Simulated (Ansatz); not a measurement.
**Ge₂Sb₂Te₅: a line through a two-coordinate scan**

Aim: follow the energy of Ge₂Sb₂Te₅ (P-3m1, No. 164; 9 atoms in the cell) along one coordinate, volume per atom, with the other held at c/a of the conventional cell = 4.646.

Computed with Ansatz 0.2.0 (DFT PBE, scalar-relativistic, plane waves, PAW, unless a step's input says otherwise).

1 further run of the same task is left out (set aside as unsound or not needed).

## Step 1: The system as given

Symmetry: P-3m1, No. 164, trigonal system. The conventional cell has a = 4.264 Å, b = 4.264 Å, c = 18.087 Å, α = 90.00°, β = 90.00°, γ = 120.00°. Ge (site symmetry 3m) has 6 Te at 2.84 to 3.32 Å as nearest neighbours. Sb (site symmetry 3m) is surrounded by 6 Te at 3.02 to 3.19 Å. Te (site symmetry -3m) has 6 Sb at 3.19 Å as nearest neighbours. Te (site symmetry 3m) is surrounded by 3 Sb at 3.02 Å and 3 Ge at 3.32 Å. Around Te (site symmetry 3m) lie 3 Ge at 2.84 Å.

As a file:

```cif
data_structure
_symmetry_space_group_name_H-M 'P-3m1'
_symmetry_Int_Tables_number 164
_cell_length_a 4.2640
_cell_length_b 4.2640
_cell_length_c 18.0865
_cell_angle_alpha 90.000
_cell_angle_beta 90.000
_cell_angle_gamma 120.000
_cell_volume 284.79
loop_
_atom_site_label
_atom_site_type_symbol
_atom_site_symmetry_multiplicity
_atom_site_Wyckoff_symbol
_atom_site_fract_x
_atom_site_fract_y
_atom_site_fract_z
_atom_site_occupancy
Ge1 Ge 2 c 0.00000 0.00000 0.33147 1
Sb1 Sb 2 d 0.33333 0.66667 0.11216 1
Te1 Te 1 a 0.00000 0.00000 0.00000 1
Te2 Te 2 d 0.33333 0.66667 0.79136 1
Te3 Te 2 d 0.33333 0.66667 0.40975 1
```

It goes back to an entry of the Materials Project, which need not be the stable form.

This cell was relaxed beforehand with the same method: volume 31.64 Å³/atom, gap on the mesh 0.18 eV.

## Step 2: The scan

The energy is mapped over volume and the cell's shape.

First coordinate, volume per atom: 5 values from 26.58 to 36.71 Å³. Second coordinate, c/a of the conventional cell: 5 values from 3.536 to 5.088.

Nothing else is relaxed (fractional coordinates fixed). Energies count from the relaxed crystal. Points are written as (first, second).

## Step 3: The run at (26.58 Å³, 4.646)

input.yaml reads:

```yaml
crystal:
  lattice:
    - [3.9030600308, 0.0, 0.0]
    - [-1.9515300154, 3.3801491391, 0.0]
    - [0.0, 0.0, 18.1324459849]
  atoms:
    - { symbol: Ge, position: [0.0, 0.0, 0.331471356] }
    - { symbol: Ge, position: [0.0, 0.0, 0.668528644] }
    - { symbol: Sb, position: [0.3333333333, 0.6666666667, 0.1121550832] }
    - { symbol: Sb, position: [0.6666666667, 0.3333333333, 0.8878449168] }
    - { symbol: Te, position: [0.0, 0.0, 0.0] }
    - { symbol: Te, position: [0.3333333333, 0.6666666667, 0.7913602895] }
    - { symbol: Te, position: [0.6666666667, 0.3333333333, 0.2086397105] }
    - { symbol: Te, position: [0.3333333333, 0.6666666667, 0.4097504733] }
    - { symbol: Te, position: [0.6666666667, 0.3333333333, 0.5902495267] }
basis:
  ecutwfc: 420
kpoints:
  mp_grid: { grid: [12, 12, 2] }
hamiltonian:
  xc: pbe
  pseudopotentials: { kind: paw, azcp: { folder: soft_1 } }
scf:
  occupations: { method: gaussian, width: 0.03 }
output:
  forces: true
  stress: true
  eigenvalues: true
```

Run with:

```sh
$ ansatz run input.yaml --threads 2 --pin off --max-ram 4096MiB --backend cpu --events-out ev --progress --plain --runs-dir out
```

The session goes on with these runs: the other points of the line.

Before running it: what results should come out? Wanted: for each run, volume per atom; energy; slope; pressure; largest force on an atom.

As calculated:

```
volume per atom (Å³)  step  energy (meV/atom)  slope (meV/atom per Å³)  pressure (GPa)  largest force on an atom (eV/Å)
               26.58     3                177                      −72            11.6                             1.31
               29.11     4                 53                      −29             4.6                             0.44
               31.64     5                 18                       −1             0.1                             0.26
               34.17     6                 42                       18            −2.9                             0.70
               36.71     7                103                       30            −4.8                             1.03
```

Energies count from the relaxed crystal. Slopes come from the forces (and the stress, where the cell changes), not from differences of energies.

What this shows: The lowest point of the line is at 31.64 Å³, 18 meV/atom from the zero. A fit to energies and slopes at the lowest point and its two neighbours puts the minimum at 31.719 Å³, with a curvature of about 8.9 meV/atom per (Å³)². V·d²E/dV² there is about 45 GPa, a bulk modulus under this line's constraint. The well is lopsided: two grid steps out, the energy rises by 159 meV/atom towards smaller values and 85 meV/atom towards larger ones. The highest point computed, at 26.58 Å³, lies 159 meV/atom above the lowest. This is one cut through a surface in two coordinates; the map's lowest point lies off it. A rigid map gives upper bounds: relaxing the other coordinates can only lower a point. The gap on the mesh closes on part of the grid. The runs treat Sb, Te without spin-orbit coupling.
